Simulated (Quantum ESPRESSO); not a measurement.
# Pt2SeS (P6/mmm) in Quantum ESPRESSO: reference runs

Aim: a first look at Pt2SeS with PBE, on the cell as given.

All numbers are computed with Quantum ESPRESSO 7.5; they aren't measurements. Logs are shortened: lines on timing, memory, paths and dates and some standing lists are left out, and cuts for length are marked.

**1. The crystal as given**

Symmetry: P6/mmm, No. 191, hexagonal system. Conventional cell: a = 4.366 Å, b = 4.366 Å, c = 5.021 Å, α = 90.00°, β = 90.00°, γ = 120.00°. Pt (site symmetry -6m2) has 3 Pt at 2.52 Å and 3 Se at 2.52 Å as nearest neighbours. Around Se (site symmetry 6/mmm) lie 2 S at 2.51 Å and 6 Pt at 2.52 Å. S (site symmetry 6/mmm) is surrounded by 2 Se at 2.51 Å.

The cell was built by a generator and needn't be a form met in nature.

**2. Single point, PBE**

Contents of pw.in:

```
&CONTROL
  calculation = 'scf'
  prefix = 'pwscf'
  outdir = './tmp'
  pseudo_dir = './pseudo'
  tprnfor = .true.
  tstress = .true.
  disk_io = 'nowf'
/
&SYSTEM
  ibrav = 0
  nat = 4
  ntyp = 3
  ecutwfc = 55
  ecutrho = 440
  nbnd = 31
  occupations = 'smearing'
  smearing = 'fd'
  degauss = 0.00367493
/
&ELECTRONS
  conv_thr = 8d-10
  electron_maxstep = 120
  mixing_beta = 0.5
/
ATOMIC_SPECIES
Pt   195.0840 pt_pbe_v1.4.uspp.F.UPF
Se    78.9710 Se_pbe_v1.uspp.F.UPF
S     32.0600 s_pbe_v1.4.uspp.F.UPF
CELL_PARAMETERS angstrom
   4.3664598500    0.0000000000    0.0000000000
  -2.1832299200    3.7814651500    0.0000000000
   0.0000000000    0.0000000000    5.0205766600
ATOMIC_POSITIONS crystal
Pt     0.3333333300    0.6666666700    0.5000000000
Pt     0.6666666700    0.3333333300    0.5000000000
Se     0.0000000000    0.0000000000    0.5000000000
S      0.0000000000    0.0000000000    0.0000000000
K_POINTS automatic
7 7 6 0 0 0
```

Potentials or basis: SSSP 1.3 efficiency PBE.

Run with:

```sh
$ OMP_NUM_THREADS=1 pw.x -in pw.in > pw.out
```

pw.out:

```text
This program is part of the open-source Quantum ESPRESSO suite
     for quantum simulation of materials; please cite
[... 9 lines left out ...]
     --------------------
     sticks:   dense  smooth     PW     G-vecs:    dense   smooth      PW
     Sum        2065    1039    301                87291    30867    4813

     Using Slab Decomposition

     bravais-lattice index     =            0
     lattice parameter (alat)  =       8.2514  a.u.
     unit-cell volume          =     559.4223 (a.u.)^3
     number of atoms/cell      =            4
     number of atomic types    =            3
     number of electrons       =        44.00
     number of Kohn-Sham states=           31
     kinetic-energy cutoff     =      55.0000  Ry
     charge density cutoff     =     440.0000  Ry
     scf convergence threshold =      8.0E-10
     mixing beta               =       0.5000
     number of iterations used =            8  plain     mixing
     Exchange-correlation=  SLA  PW   PBX  PBC
                           (   1   4   3   4   0   0   0)

     celldm(1)=   8.251413  celldm(2)=   0.000000  celldm(3)=   0.000000
     celldm(4)=   0.000000  celldm(5)=   0.000000  celldm(6)=   0.000000

     crystal axes: (cart. coord. in units of alat)
               a(1) = (   1.000000   0.000000   0.000000 )
               a(2) = (  -0.500000   0.866025   0.000000 )
               a(3) = (   0.000000   0.000000   1.149805 )

     reciprocal axes: (cart. coord. in units 2 pi/alat)
               b(1) = (  1.000000  0.577350 -0.000000 )
               b(2) = (  0.000000  1.154701  0.000000 )
               b(3) = (  0.000000 -0.000000  0.869713 )

     PseudoPot. # 1 for Pt read from file:
     pt_pbe_v1.4.uspp.F.UPF
     Pseudo is Ultrasoft + core correction, Zval = 16.0
     Generated by new atomic code, or converted to UPF format
     Using radial grid of  985 points,  6 beta functions with:
                l(1) =   0
                l(2) =   0
                l(3) =   1
                l(4) =   1
                l(5) =   2
                l(6) =   2
     Q(r) pseudized with  8 coefficients,  rinner =    1.300   1.300   1.300
                                                       1.300   1.300

     PseudoPot. # 2 for Se read from file:
     Se_pbe_v1.uspp.F.UPF
     Pseudo is Ultrasoft + core correction, Zval =  6.0
     Generated by new atomic code, or converted to UPF format
     Using radial grid of  877 points,  6 beta functions with:
                l(1) =   0
                l(2) =   0
                l(3) =   1
                l(4) =   1
                l(5) =   2
                l(6) =   2
     Q(r) pseudized with  8 coefficients,  rinner =    1.300   1.300   1.300
                                                       1.300   1.300

     PseudoPot. # 3 for S  read from file:
     s_pbe_v1.4.uspp.F.UPF
     Pseudo is Ultrasoft + core correction, Zval =  6.0
     Generated by new atomic code, or converted to UPF format
     Using radial grid of  907 points,  6 beta functions with:
                l(1) =   0
                l(2) =   0
                l(3) =   1
                l(4) =   1
                l(5) =   2
                l(6) =   2
     Q(r) pseudized with  8 coefficients,  rinner =    1.300   1.300   1.300
                                                       1.300   1.300

     atomic species   valence    mass     pseudopotential
     Pt               16.00   195.08400     Pt( 1.00)
     Se                6.00    78.97100     Se( 1.00)
     S                 6.00    32.06000     S ( 1.00)

     24 Sym. Ops., with inversion, found

   Cartesian axes

     site n.     atom                  positions (alat units)
         1        Pt     tau(   1) = (  -0.0000000   0.5773503   0.5749024  )
         2        Pt     tau(   2) = (   0.5000000   0.2886751   0.5749024  )
         3        Se     tau(   3) = (   0.0000000   0.0000000   0.5749024  )
         4        S      tau(   4) = (   0.0000000   0.0000000   0.0000000  )

     number of k points=    32  Fermi-Dirac smearing, width (Ry)=  0.0037
                       cart. coord. in units 2pi/alat
        k(    1) = (   0.0000000   0.0000000   0.0000000), wk =   0.0068027
        k(    2) = (   0.0000000   0.0000000   0.1449521), wk =   0.0136054
        k(    3) = (   0.0000000   0.0000000   0.2899043), wk =   0.0136054
        k(    4) = (   0.0000000   0.0000000  -0.4348564), wk =   0.0068027
        k(    5) = (   0.0000000   0.1649572   0.0000000), wk =   0.0408163
        k(    6) = (   0.0000000   0.1649572   0.1449521), wk =   0.0816327
[... 24 lines left out ...]
        k(   31) = (   0.2857143   0.4948717   0.2899043), wk =   0.0816327
        k(   32) = (   0.2857143   0.4948717  -0.4348564), wk =   0.0408163

     Dense  grid:    87291 G-vectors     FFT dimensions: (  60,  60,  64)

     Smooth grid:    30867 G-vectors     FFT dimensions: (  40,  40,  45)

     Initial potential from superposition of free atoms

     starting charge      42.9999, renormalised to      44.0000

     negative rho (up, down):  3.805E-01 0.000E+00
     Starting wfcs are   32 randomized atomic wfcs

     Self-consistent Calculation

     iteration #  1     ecut=    55.00 Ry     beta= 0.50
     Davidson diagonalization with overlap
     ethr =  1.00E-02,  avg # of iterations =  6.2

     negative rho (up, down):  3.476E-01 0.000E+00

     total energy              =    -486.54086217 Ry
     estimated scf accuracy    <       4.49098048 Ry

     iteration #  2     ecut=    55.00 Ry     beta= 0.50
     Davidson diagonalization with overlap
     ethr =  1.00E-02,  avg # of iterations =  2.4

     negative rho (up, down):  3.543E-01 0.000E+00

     total energy              =    -487.83850711 Ry
     estimated scf accuracy    <      10.38123665 Ry

     iteration #  3     ecut=    55.00 Ry     beta= 0.50
     Davidson diagonalization with overlap
     ethr =  1.00E-02,  avg # of iterations =  2.0

     negative rho (up, down):  3.551E-01 0.000E+00

     total energy              =    -488.76733551 Ry
     estimated scf accuracy    <       0.38802642 Ry

     iteration #  4     ecut=    55.00 Ry     beta= 0.50
     Davidson diagonalization with overlap
     ethr =  8.82E-04,  avg # of iterations =  2.8
[... 73 lines left out ...]
     negative rho (up, down):  3.547E-01 0.000E+00

     total energy              =    -488.80597597 Ry
     estimated scf accuracy    <          1.3E-09 Ry

     iteration # 13     ecut=    55.00 Ry     beta= 0.50
     Davidson diagonalization with overlap
     ethr =  3.03E-12,  avg # of iterations =  6.0

     negative rho (up, down):  3.547E-01 0.000E+00

     total energy              =    -488.80597597 Ry
     estimated scf accuracy    <          1.3E-09 Ry

     iteration # 14     ecut=    55.00 Ry     beta= 0.50
     Davidson diagonalization with overlap
     ethr =  3.03E-12,  avg # of iterations =  1.8

     negative rho (up, down):  3.547E-01 0.000E+00

     End of self-consistent calculation

          k = 0.0000 0.0000 0.0000 (  3839 PWs)   bands (ev):

   -42.2114 -42.2114 -41.7517 -41.7517 -41.2437 -41.1392  -5.6477  -0.3940
     3.1422   3.1422   3.9545   6.7998   6.7998   7.1903   7.1903   7.4522
     8.5794   9.1701   9.1701   9.7186   9.9656   9.9656  14.1039  14.1039
    14.8939  15.2214  15.2214  16.4469  18.1801  18.9015  19.0590

          k = 0.0000 0.0000 0.1450 (  3839 PWs)   bands (ev):

   -42.2114 -42.2114 -41.7518 -41.7518 -41.2437 -41.1392  -5.5852  -0.7771
     3.1571   3.1571   4.6289   6.8009   6.8009   7.1793   7.1793   7.4893
     8.6804   8.9637   8.9637   9.7418  10.1546  10.1546  13.9120  14.0089
    14.0089  15.3121  15.3121  15.3427  18.2588  19.3665  19.3665

          k = 0.0000 0.0000 0.2899 (  3868 PWs)   bands (ev):

   -42.2114 -42.2114 -41.7518 -41.7518 -41.2437 -41.1392  -5.4467  -1.4023
     3.1875   3.1875   5.9846   6.8033   6.8033   7.1574   7.1574   7.7296
     8.6749   8.6749   8.8951   9.7889  10.4099  10.4099  11.8418  13.8384
    13.8384  14.1136  15.5073  15.5073  18.4712  20.6249  20.6255

          k = 0.0000 0.0000-0.4349 (  3874 PWs)   bands (ev):

   -42.2114 -42.2114 -41.7518 -41.7518 -41.2437 -41.1393  -5.3689  -1.6781
     3.2031   3.2031   6.6244   6.8046   6.8046   7.1464   7.1464   8.4805
     8.5572   8.5572   8.8607   9.8129  10.4131  10.5114  10.5114  13.6353
    13.7606  13.7606  15.6132  15.6132  18.6300  20.4171  20.7357

          k = 0.0000 0.1650 0.0000 (  3843 PWs)   bands (ev):
[... 174 lines left out ...]
          k = 0.2857 0.4949 0.1450 (  3852 PWs)   bands (ev):

   -42.2662 -42.0345 -41.9340 -41.6964 -41.2012 -41.1818  -4.9950  -0.5662
     2.7226   3.9528   4.2102   5.3420   5.7932   6.7108   7.3696   7.5178
     7.9894   8.5326   8.5713  10.0712  10.4809  10.5022  10.6628  14.2901
    15.4698  15.8298  16.6249  17.3009  18.6530  20.5615  20.9178

          k = 0.2857 0.4949 0.2899 (  3845 PWs)   bands (ev):

   -42.2662 -42.0345 -41.9340 -41.6964 -41.2012 -41.1819  -4.8312  -1.2559
     2.7718   4.0266   5.3249   5.3459   5.8716   6.7504   7.1242   7.3768
     8.3181   8.9012   8.9614   9.9473  10.0439  10.1494  10.6308  12.0619
    15.6873  16.4217  16.6660  17.5334  18.8816  20.5354  20.8103

          k = 0.2857 0.4949-0.4349 (  3846 PWs)   bands (ev):

   -42.2662 -42.0345 -41.9340 -41.6964 -41.2012 -41.1819  -4.7357  -1.5601
     2.7972   4.0658   5.3479   5.6333   6.1025   6.7877   7.0167   7.2955
     8.8358   9.2483   9.5551   9.6731   9.8191  10.0799  10.2637  10.6272
    15.8386  16.5764  16.7619  17.4080  19.0283  21.3992  21.6910

     the Fermi energy is    10.4587 ev

!    total energy              =    -488.80597597 Ry
     estimated scf accuracy    <          9.9E-12 Ry
     smearing contrib. (-TS)   =      -0.00374234 Ry
     internal energy E=F+TS    =    -488.80223362 Ry

     The total energy is F=E-TS. E is the sum of the following terms:
     one-electron contribution =    -206.27342038 Ry
     hartree contribution      =     126.68354305 Ry
     xc contribution           =    -152.10768778 Ry
     ewald contribution        =    -257.10466851 Ry

     convergence has been achieved in  14 iterations

     negative rho (up, down):  3.547E-01 0.000E+00

     Forces acting on atoms (cartesian axes, Ry/au):

     atom    1 type  1   force =    -0.00000000    0.00000000    0.00000000
     atom    2 type  1   force =     0.00000000    0.00000000    0.00000000
     atom    3 type  2   force =     0.00000000    0.00000000    0.00000000
     atom    4 type  3   force =    -0.00000000    0.00000000    0.00000000

     Total force =     0.000000     Total SCF correction =     0.000000

     Computing stress (Cartesian axis) and pressure

     negative rho (up, down):  3.547E-01 0.000E+00
          total   stress  (Ry/bohr**3)                   (kbar)     P=      140.78
   0.00143323  -0.00000000   0.00000000          210.84       -0.00        0.00
  -0.00000000   0.00143323  -0.00000000           -0.00      210.84       -0.00
   0.00000000  -0.00000000   0.00000463            0.00       -0.00        0.68

=------------------------------------------------------------------------------=
   JOB DONE.
=------------------------------------------------------------------------------=
```

Wall time 78 s (1 thread of Intel Xeon 6975P-C (Granite Rapids), shared host); peak memory 0.41 GiB.

Results:

```
Free energy            : -6650.5441 eV
Pressure               : 14.1 GPa
Band gap on the k mesh : none (metal or under the smearing width)
```

Spin-orbit coupling is left out, which matters for the levels of Pt.
